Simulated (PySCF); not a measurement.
# C₄H₁₀B₂O: magnetic properties

Aim: compute the magnetic properties of C₄H₁₀B₂O (`BOB[C@@H]1C[C@@H]1C`).

Programs: PySCF 2.14.0, with routines of our own; each step states its level. All values are computed. Atoms count from 0.

## Step 1: The system as given

17 atoms, charge 0, multiplicity 1; geometry from: GFN2-xTB.

## Step 2: Magnetic properties: GIAO B3LYP/pcSseg-1

Job settings and geometry (Å):

```
{"job": {"kind": "mag", "xc": "B3LYP", "basis": "pcSseg-1", "isotopologues": 2}, "charge": 0, "multiplicity": 1}
B      2.542616     0.786080     0.054193
O      1.781406    -0.146926     0.529538
B      0.979726    -1.078845     0.961255
C     -0.457420    -1.277122     0.347982
C     -0.851913    -0.613359    -0.954675
C     -1.500233    -0.173090     0.310735
C     -1.219259     1.189833     0.889648
H      3.255706     0.550770    -0.857536
H      2.521914     1.864161     0.539384
H      1.363705    -1.801025     1.814855
H     -0.885083    -2.262824     0.501311
H     -1.425222    -1.184209    -1.670408
H     -0.128101     0.050648    -1.405771
H     -2.523794    -0.496340     0.469694
H     -0.202613     1.501791     0.670451
H     -1.352115     1.178921     1.970780
H     -1.906317     1.923565     0.468114
```

Method: GIAO B3LYP/pcSseg-1 magnetisability, rotational g tensor and spin-rotation constants, non-relativistic, gas phase.

Command:

```console
$ OMP_NUM_THREADS=1 python excited_run.py task.json out
```

This one command runs all jobs of the session in turn.

Log:

```text
coarse grid: 13808 points
cycle   1  E = -283.2223660846  dE =  8.629e-01  |g| = 7.292e-01  |ddm| = 3.486e+00
cycle   2  E = -283.0412453064  dE =  1.811e-01  |g| = 1.219e+00  |ddm| = 1.247e+00
cycle   3  E = -283.3245681268  dE = -2.833e-01  |g| = 1.436e-01  |ddm| = 8.441e-01
cycle   4  E = -283.3283752290  dE = -3.807e-03  |g| = 5.038e-02  |ddm| = 1.251e-01
cycle   5  E = -283.3289736041  dE = -5.984e-04  |g| = 1.042e-02  |ddm| = 5.134e-02
cycle   6  E = -283.3289964735  dE = -2.287e-05  |g| = 3.773e-03  |ddm| = 1.271e-02
cycle   7  E = -283.3289997509  dE = -3.277e-06  |g| = 5.503e-04  |ddm| = 2.897e-03
final grid: 132176 points
cycle   8  E = -283.3939340058  dE = -6.961e-05  |g| = 6.641e-03  |ddm| = 3.381e-02
cycle   9  E = -283.3939262631  dE =  7.743e-06  |g| = 8.909e-03  |ddm| = 1.273e-02
cycle  10  E = -283.3939452372  dE = -1.897e-05  |g| = 1.000e-03  |ddm| = 7.322e-03
cycle  11  E = -283.3939454174  dE = -1.802e-07  |g| = 3.890e-04  |ddm| = 9.161e-04
cycle  12  E = -283.3939454422  dE = -2.482e-08  |g| = 8.609e-05  |ddm| = 2.792e-04
cycle  13  E = -283.3939454438  dE = -1.626e-09  |g| = 3.347e-05  |ddm| = 8.742e-05
cycle  14  E = -283.3939454440  dE = -2.391e-10  |g| = 4.139e-06  |ddm| = 2.633e-05
converged SCF energy = -283.3939454440

Magnetisability tensor (1e-30 J/T^2)
    -1090.49       16.77      -68.00
       16.77    -1125.33     -113.55
      -68.00     -113.55    -1073.44
isotropic -1096.42   principal values   -1223.26  -1113.21   -952.80
isotropic susceptibility -66.028 1e-6 cm^3/mol

Inertial axes            a          b          c
rot. const./GHz      4.1417     1.9314     1.6763
chi total           -66.024    -70.182    -61.878
chi diamagnetic    -409.302   -720.665   -821.864
chi paramagnetic    343.278    650.483    759.985
quadrupole/D A        0.821     -0.226     -0.595
g nuclear            0.6389     0.5810     0.5841
g electronic        -0.6679    -0.5902    -0.5985
g total             -0.0290    -0.0092    -0.0143

Spin-rotation constants (kHz, H = +C I.J)
atom  isotope        aa         bb         cc
  0    11B        1.110      0.606      0.450
  2    11B        1.270      0.535      0.483
  7     1H       -0.152     -0.142      0.002
  8     1H       -0.352      0.117     -0.144
  9     1H       -0.330     -0.077      0.033
 10     1H       -0.327     -0.058     -0.170
 11     1H       -0.278     -0.143     -0.111
 12     1H       -0.243     -0.189     -0.102
 13     1H        0.048     -0.210     -0.165
 14     1H        0.043     -0.216     -0.183
 15     1H       -0.433     -0.213      0.036
 16     1H       -0.236     -0.107     -0.135
  1    17O*      -1.376     -0.622     -0.505
  3    13C*       0.506      0.266      0.285
  4    13C*       0.514      0.216      0.326
  5    13C*       0.590      0.306      0.278
  6    13C*       0.657      0.266      0.261
* in the singly substituted isotopologue

Isotopologues: g along a, b, c
2H    at 7,8,9,10,11,12    -0.0227    -0.0078    -0.0121
10B   at 0                 -0.0291    -0.0094    -0.0148
```

Run time: 30 s. Hardware: 1 thread of Arm Neoverse V1, shared host; peak memory 0.77 GiB.

In short:

```csv
quantity,value
magnetisability,-1096·10⁻³⁰ J/T²
molar susceptibility,-66.0·10⁻⁶ cm³/mol
"rotational g (a, b, c)","-0.0290, -0.0092, -0.0143"
```

The fields below are evaluated on a grid from the run's orbitals.

Frontier orbitals at B3LYP/pcSseg-1, with the share of their density that lies nearest to each atom:

```csv
orbital,energy (eV),lies on
HOMO,-7.70,"C5 25 %; C3, C4 about 16 % each; H9 8 %"
LUMO,-0.78,"B0 43 %; H7, H8 about 16 % each; O1 13 %"
```

ELF in a plane through or near 7 of the atoms.

Ten even steps from ' ' (0.00) to '@' (1.00):
```
                                                        
                                                        
                                                        
                                --**++..                
          ..++##**..    ..::..::%%@@@@%%..              
        ..%%@@@@@@**    %%@@**++@@@@@@%%::              
        ==@@@@@@@@@@  ..@@@@@@**==%%%%--                
        --@@@@@@@@%%    %%@@@@++::**--                  
        ..==##**++--::..  --==**@@%%++**####::          
        ..::::....####++      --====++@@@@@@##          
      ..--++==::####**##....::==**::##@@@@@@**          
        --==::::**%%%%**::++++--**==--##@@%%--          
                --****----##**::==--                    
                ..::--..--******####--                  
                        ....::++%%%%++                  
                              ::****--                  
                                                        
                                                        
                                                        
                                                        
```
The map spans 11.8 Å across and 9.6 Å up, centred on the molecule. Atoms in the plane (x, y in Å): B0 (-2.6, 0.3), C5 (1.5, 0.1), C6 (1.0, 1.5), H8 (-2.8, 1.4), H13 (2.6, 0.0), H14 (-0.1, 1.6), H16 (1.6, 2.2).

log10 of the density (e/Å³) in the same plane.

Ten even steps from '0' (-4.0) to '9' (1.5):
```
0000000000000000000000000000
0000000000000000000000000000
0000000000000112222110000000
0000011211111233443321000000
0001223333223445565431000000
0001234544334566776532000000
0012356765445777776532100000
0012456776445777876543210000
0013456776555566776654320000
0023456777765456797765320000
0023456678876567777765420000
0012345667876677776654310000
0012234456666678765433210000
0001222344555667765421100000
0000011123334455654320000000
0000000011223344443210000000
0000000000111222322100000000
0000000000000111111000000000
0000000000000000000000000000
0000000000000000000000000000
```
The map spans 11.8 Å across and 9.6 Å up, centred on the molecule. Atoms in the plane (x, y in Å): B0 (-2.6, 0.3), C5 (1.5, 0.1), C6 (1.0, 1.5), H8 (-2.8, 1.4), H13 (2.6, 0.0), H14 (-0.1, 1.6), H16 (1.6, 2.2).

On the surface of density 0.002 e/bohr³ the electrostatic potential runs, from the 1st to the 99th percentile, from -0.24 V near C4 to 1.16 V near B0.

## Step 3: Magnetic properties: GIAO LC-wPBE/6-31++G**

The job, as its differences from that of step 2:

```diff
@@ -1,2 +1,2 @@
-{"job": {"kind": "mag", "xc": "B3LYP", "basis": "pcSseg-1", "isotopologues": 2}, "charge": 0, "multiplicity": 1}
+{"job": {"kind": "mag", "xc": "LC-wPBE", "basis": "6-31++G**"}, "charge": 0, "multiplicity": 1}
 B      2.542616     0.786080     0.054193
```

Level: GIAO LC-wPBE/6-31++G** magnetisability, rotational g tensor and spin-rotation constants, non-relativistic, gas phase.

Log:

```text
coarse grid: 13808 points
cycle   1  E = -283.2278683049  dE =  1.395e+00  |g| = 5.794e-01  |ddm| = 5.494e+00
cycle   2  E = -283.2415073450  dE = -1.364e-02  |g| = 6.035e-01  |ddm| = 1.354e+00
cycle   3  E = -283.3040575742  dE = -6.255e-02  |g| = 5.182e-02  |ddm| = 5.076e-01
cycle   4  E = -283.3049513808  dE = -8.938e-04  |g| = 1.872e-02  |ddm| = 1.958e-01
cycle   5  E = -283.3050473433  dE = -9.596e-05  |g| = 4.023e-03  |ddm| = 7.104e-02
cycle   6  E = -283.3050539452  dE = -6.602e-06  |g| = 1.145e-03  |ddm| = 1.651e-02
final grid: 132176 points
cycle   7  E = -283.2336208045  dE = -7.379e-05  |g| = 5.209e-03  |ddm| = 9.329e-02
cycle   8  E = -283.2336250767  dE = -4.272e-06  |g| = 4.336e-03  |ddm| = 3.135e-02
cycle   9  E = -283.2336290088  dE = -3.932e-06  |g| = 5.567e-04  |ddm| = 8.576e-03
cycle  10  E = -283.2336291007  dE = -9.190e-08  |g| = 4.061e-04  |ddm| = 2.959e-03
cycle  11  E = -283.2336291467  dE = -4.604e-08  |g| = 6.059e-05  |ddm| = 1.687e-03
cycle  12  E = -283.2336291488  dE = -2.090e-09  |g| = 2.438e-05  |ddm| = 3.743e-04
cycle  13  E = -283.2336291491  dE = -2.753e-10  |g| = 8.059e-06  |ddm| = 1.783e-04
converged SCF energy = -283.2336291491

Magnetisability tensor (1e-30 J/T^2)
    -1111.60       20.92      -71.57
       20.92    -1137.98     -116.36
      -71.57     -116.36    -1097.83
isotropic -1115.81   principal values   -1243.99  -1136.53   -966.90
isotropic susceptibility -67.195 1e-6 cm^3/mol

Inertial axes            a          b          c
rot. const./GHz      4.1417     1.9314     1.6763
chi total           -67.276    -71.072    -63.238
chi diamagnetic    -407.960   -719.238   -820.401
chi paramagnetic    340.684    648.166    757.163
quadrupole/D A        0.937     -0.253     -0.684
g nuclear            0.6389     0.5810     0.5841
g electronic        -0.6629    -0.5881    -0.5963
g total             -0.0240    -0.0071    -0.0121

Spin-rotation constants (kHz, H = +C I.J)
atom  isotope        aa         bb         cc
  0    11B        0.995      0.550      0.402
  2    11B        1.158      0.475      0.430
  7     1H       -0.148     -0.139      0.004
  8     1H       -0.347      0.119     -0.141
  9     1H       -0.326     -0.076      0.034
 10     1H       -0.314     -0.061     -0.169
 11     1H       -0.274     -0.143     -0.111
 12     1H       -0.237     -0.186     -0.102
 13     1H        0.033     -0.203     -0.162
 14     1H        0.030     -0.216     -0.179
 15     1H       -0.425     -0.213      0.030
 16     1H       -0.237     -0.111     -0.133
  1    17O*      -1.170     -0.530     -0.428
  3    13C*       0.383      0.198      0.215
  4    13C*       0.373      0.156      0.265
  5    13C*       0.446      0.234      0.202
  6    13C*       0.504      0.202      0.200
* in the singly substituted isotopologue
```

Run time: 49 s. Hardware: 1 thread of Arm Neoverse V1, shared host; peak memory 0.87 GiB.

Key values:

```csv
quantity,value
magnetisability,-1116·10⁻³⁰ J/T²
molar susceptibility,-67.2·10⁻⁶ cm³/mol
"rotational g (a, b, c)","-0.0240, -0.0071, -0.0121"
```

## Step 4: The levels compared

```csv
level,ξ (10⁻³⁰ J/T²),g(a),g(b),gap (eV),functions,time
GIAO B3LYP/pcSseg-1,-1096,-0.0290,-0.0092,6.92,169,30 s
GIAO LC-wPBE/6-31++G**,-1116,-0.0240,-0.0071,11.64,186,49 s
```

## Step 5: Results

| quantity | value |
| --- | --- |
| magnetisability (step 2, GIAO B3LYP/pcSseg-1) | -1096·10⁻³⁰ J/T² |
| molar susceptibility (step 2, GIAO B3LYP/pcSseg-1) | -66.0·10⁻⁶ cm³/mol |
| rotational g (a, b, c) (step 2, GIAO B3LYP/pcSseg-1) | -0.0290, -0.0092, -0.0143 |
| surface potential, 1st and 99th percentile | -0.24 V and 1.16 V |
| magnetisability over the levels | -1116 to -1096·10⁻³⁰ J/T² |

What this shows: At B3LYP/pcSseg-1, counted by nearest atom on the grid, the HOMO lies on C5 25 %; C3, C4 about 16 % each, the LUMO on B0 43 %; H7, H8 about 16 % each. The magnetisability spreads by 1.8 % over 2 levels, from GIAO LC-wPBE/6-31++G** (49 s) to GIAO B3LYP/pcSseg-1 (30 s); the runs took 30 s to 49 s. Two levels can agree by chance, so this spread shows no convergence. Vibrational averaging and real surroundings are missing from these values.
